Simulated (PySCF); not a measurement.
# [TlH2]+: shape, vibrations and bonding

Task: relax [TlH2]+, compute its harmonic modes and analyse its electrons. The structure is generated, not taken from experiment.

Method: PBE, Tl def2-SVP with ECP60, H def2-SVP; scalar-relativistic core potentials, no spin–orbit coupling; program: PySCF 2.14.0.

3 further runs of the same task are left out: 2 for a known fault of the program, 1 that didn't finish.

### Step 1. Starting geometry

3 atoms, charge 1, spin multiplicity 1.

Bond lengths: Tl1–H2 1.970 Å, Tl1–H3 1.970 Å. Angles: H2–Tl1–H3 180.0°.

Coordinates:

```xyz
3

Tl    0.0000    0.0000    0.0000
H     0.0000    0.0000    1.9700
H     0.0000    0.0000   -1.9700
```

Formal oxidation states: Tl +3.

### Step 2. SCF at the start, singlet

run.py (the lines that set the calculation) reads:

```python
mol = gto.M(atom='''
Tl     0.00000     0.00000     0.00000
H      0.00000     0.00000     1.97000
H      0.00000     0.00000    -1.97000''',
    basis={'Tl': 'def2-SVP', 'H': 'def2-SVP'},
    ecp={'Tl': 'def2-SVP'},
    charge=1, spin=0)
mf = dft.RKS(mol, xc='PBE')
mf.grids.atom_grid = (50, 194)
mf = mf.density_fit()  # fitting sets: Tl def2-universal-JKFIT, H def2-universal-JKFIT
mf.conv_tol = 1e-08; mf.max_cycle = 55
mf.kernel(dm0)  # dm0: free metal ions and neutral atoms
```

Command:

```
$ OMP_NUM_THREADS=2 python run.py
```

The program printed:

```text
init E= -173.300972109206
  HOMO = -0.515388104379825  LUMO = -0.351832403574388  gap/eV = 4.45058
cycle= 1 E= -173.396264695159  delta_E= -0.0953  |g|= 0.0536  |ddm|= 1.33
  HOMO = -0.51075643681923  LUMO = -0.350810407792459  gap/eV = 4.35235
cycle= 2 E= -173.396766050945  delta_E= -0.000501  |g|= 0.0332  |ddm|= 0.105
  HOMO = -0.510164769452728  LUMO = -0.349385800170316  gap/eV = 4.37502
cycle= 3 E= -173.396987592394  delta_E= -0.000222  |g|= 0.00612  |ddm|= 0.0564
  HOMO = -0.510205514086768  LUMO = -0.34941597843586  gap/eV = 4.37531
cycle= 4 E= -173.397003845745  delta_E= -1.63e-05  |g|= 0.00114  |ddm|= 0.017
  HOMO = -0.51046523015637  LUMO = -0.349636416837237  gap/eV = 4.37637
cycle= 5 E= -173.397004491061  delta_E= -6.45e-07  |g|= 6.57e-05  |ddm|= 0.00267
  HOMO = -0.510435961827174  LUMO = -0.349608987446912  gap/eV = 4.37632
cycle= 6 E= -173.397004493096  delta_E= -2.03e-09  |g|= 1.64e-06  |ddm|= 0.000117
  HOMO = -0.510435962445636  LUMO = -0.349609059277186  gap/eV = 4.37632
Extra cycle  E= -173.397004493096  delta_E= -5.68e-14  |g|= 1.57e-06  |ddm|= 5.45e-06
converged SCF energy = -173.397004493096
```

It took 0.9 s on 2 threads of Arm Neoverse V2, shared host; peak memory 0.24 GiB.

Read off: E = -173.397004 Eh, HOMO -13.89 eV, LUMO -9.51 eV, Mulliken charge on Tl1 +0.74 e. 

### Step 3. Relaxation, singlet

Steps are kept in the start's point group, D∞h.

run.py (the lines that set the calculation): that of step 2 with these lines changed.

```diff
@@ -11,2 +11,3 @@
 mf.conv_tol = 1e-08; mf.max_cycle = 55
-mf.kernel(dm0)  # dm0: free metal ions and neutral atoms
+mf.kernel(dm0)  # dm0: an SCF of this state at this start
+# quasi-Newton relaxation in Cartesian coordinates to a largest gradient under 0.00045 Eh/bohr, steps kept in the point group
```

Command:

```
$ OMP_NUM_THREADS=2 python run.py
```

The driver keeps no SCF log for this step, only its results.

Wall time 2.3 s (2 threads of Arm Neoverse V2, shared host).

The steps of the relaxation:

```csv
step,energy from step 1 (eV),largest force component (eV/Å)
1,0.0000,1.9218
2,-0.4245,1.4357
3,-0.6114,1.1029
4,-0.6778,0.2875
5,-0.6844,0.0490
6,-0.6847,0.0028
```

Close pairs (by a distance rule), those that changed most:

```csv
bond,before (Å),after (Å),change (Å)
Tl1–H2,1.970,1.687,-0.283
Tl1–H3,1.970,1.687,-0.283
```

It ends in D∞h at E = -173.422165 Eh.

```xyz
3
H2Tl
Tl    0.0000    0.0000    0.0000
H     0.0000    0.0000    1.6870
H     0.0000    0.0000   -1.6870
```

### Step 4. Harmonic vibrations

run.py (the lines that set the calculation) reads:

```python
mol = gto.M(atom='''
Tl     0.00000     0.00000     0.00000
H      0.00000     0.00000     1.68703
H      0.00000     0.00000    -1.68703''',
    basis={'Tl': 'def2-SVP', 'H': 'def2-SVP'},
    ecp={'Tl': 'def2-SVP'},
    charge=1, spin=0)
mf = dft.RKS(mol, xc='PBE')
mf.grids.atom_grid = (50, 194)
mf = mf.density_fit()  # fitting sets: Tl def2-universal-JKFIT, H def2-universal-JKFIT
mf.conv_tol = 1e-10; mf.max_cycle = 55
mf.kernel(dm0)  # dm0: the density of the relaxed state
# Hessian and dipole derivatives by central differences of gradients, 0.02 bohr
```

Command:

```
$ OMP_NUM_THREADS=2 python run.py
```

No log is kept here; the results follow.

Run time: 1.6 s. Hardware: 2 threads of Arm Neoverse V2, shared host.

Point group D∞h; negative numbers are unstable modes, and those under 60 cm⁻¹ are near the numerical noise:

```csv
cm⁻¹,km/mol,symmetry
759,0.4,πu
759,0.4,πu
1890,0.0,σg+
1992,19.1,σu+
```

### Step 5. Charges, bond orders and levels

run.py (the lines that set the calculation) reads:

```python
mol = gto.M(atom='''
Tl     0.00000     0.00000     0.00000
H      0.00000     0.00000     1.68703
H      0.00000     0.00000    -1.68703''',
    basis={'Tl': 'def2-SVP', 'H': 'def2-SVP'},
    ecp={'Tl': 'def2-SVP'},
    charge=1, spin=0)
mf = dft.RKS(mol, xc='PBE')
mf.grids.atom_grid = (75, 302)
mf = mf.density_fit()  # fitting sets: Tl def2-universal-JKFIT, H def2-universal-JKFIT
mf.conv_tol = 1e-09; mf.max_cycle = 55
mf.kernel(dm0)  # dm0: the density of the relaxed state
```

Command:

```
$ OMP_NUM_THREADS=2 python run.py
```

The program printed:

```text
init E= -173.422132689805
  HOMO = -0.538901865421425  LUMO = -0.313397823902105  gap/eV = 6.13628
cycle= 1 E= -173.422132694526  delta_E= -4.72e-09  |g|= 3.5e-05  |ddm|= 0.000247
  HOMO = -0.53892004586713  LUMO = -0.31339704041354  gap/eV = 6.13679
cycle= 2 E= -173.422132694856  delta_E= -3.31e-10  |g|= 2.66e-05  |ddm|= 0.000121
  HOMO = -0.538913957933118  LUMO = -0.313400831361062  gap/eV = 6.13652
Extra cycle  E= -173.422132694932  delta_E= -7.55e-11  |g|= 2.49e-05  |ddm|= 9.73e-05
converged SCF energy = -173.422132694932
```

It took 0.9 s on 2 threads of Arm Neoverse V2, shared host.

It gives: E = -173.422133 Eh, HOMO -14.66 eV, LUMO -8.53 eV, Mulliken charge on Tl1 +0.79 e, largest force component 0.008 eV/Å. 

Löwdin charges:

```csv
atom,value (e)
Tl1,0.98
H2,0.01
H3,0.01
```

Mulliken charges: Tl1 +0.79, H2 +0.10, H3 +0.10 e.

Contacts (the nearest donor of each ligand) and Mayer bond orders:

```csv
contact,distance (Å),bond order
Tl1–H2 (H),1.687,0.83
Tl1–H3 (H),1.687,0.83
```

Mulliken populations of Tl1 outside the core potential: s 3.59, p 6.70, d 9.92.

The fields below are evaluated on a grid from the run's orbitals.

Frontier orbitals at PBE, with the share of their density that lies nearest to each atom:

```csv
orbital,energy (eV),lies on
HOMO-1,-18.06,"Tl1 60 %; H2, H3 about 20 % each"
HOMO,-14.66,"H2, H3 about 47 % each; Tl1 6 %"
LUMO,-8.53,"Tl1 65 %; H2, H3 about 17 % each"
```

ELF in a plane through or near 3 of the atoms.

Ten even steps from ' ' (0.00) to '@' (1.00):
```
                                                        
                                                        
                                                        
              ..::::................::::                
            ..--==--::::........::::--==--..            
          ::++####++--::::::::::::--++####++::          
        ..**@@@@@@##==------------==##@@@@@@**..        
        ==@@@@@@@@%%++--==++++==--++%%@@@@@@@@==        
        ##@@@@@@@@%%++--******++--++%%@@@@@@@@**..      
      ..%%@@@@@@@@@@++==**++++**==++@@@@@@@@@@##..      
      ..%%@@@@@@@@@@++==**====**==++@@@@@@@@@@##..      
        ##@@@@@@@@%%++--**####**--++%%@@@@@@@@**..      
        ==@@@@@@@@%%++--==++++==--++%%@@@@@@@@==        
        ..**@@@@@@##==------------==##@@@@@@**..        
          ..++%%%%++--::::::::::::--++%%%%++..          
            ..--==--::::........::::--==::..            
              ..::::................::::..              
                                                        
                                                        
                                                        
```
The map spans 8.6 Å across and 5.2 Å up, centred on the molecule. Atoms in the plane (x, y in Å): Tl1 (0.0, 0.0), H2 (1.7, 0.0), H3 (-1.7, 0.0).

On the surface of density 0.002 e/bohr³ the electrostatic potential runs, from the 1st to the 99th percentile, from 5.24 to 8.15 V.

### Step 6. Summary of results

| quantity | value |
| --- | --- |
| state and point group | singlet, D∞h |
| modes | 759 to 1992 cm⁻¹, none unstable |
| strongest infrared band (modes within 1.5 cm⁻¹ summed) | 1992 cm⁻¹ (19 km/mol) |
| zero-point energy | 0.335 eV |
| ideal gas, 298 K, 1 bar | S = 215.4, Cp = 35.3 J/(mol K) |
| metal–ligand contacts | 1.69 Å |
| frontier levels | HOMO -14.66 eV, LUMO -8.53 eV |
| dipole about the centre of mass | 0.00 D |
| mean polarisability | 3.6 Å³ |

What this shows: All modes are real, so the structure is a minimum. The metal carries +0.98 e by Löwdin's partition against a formal +3, and bond orders to the nearest donors reach 0.83. Both measures hang on the basis. One start shape was tried, so another isomer may lie lower. These are double-zeta-type bases without diffuse functions. Spin–orbit coupling is left out.
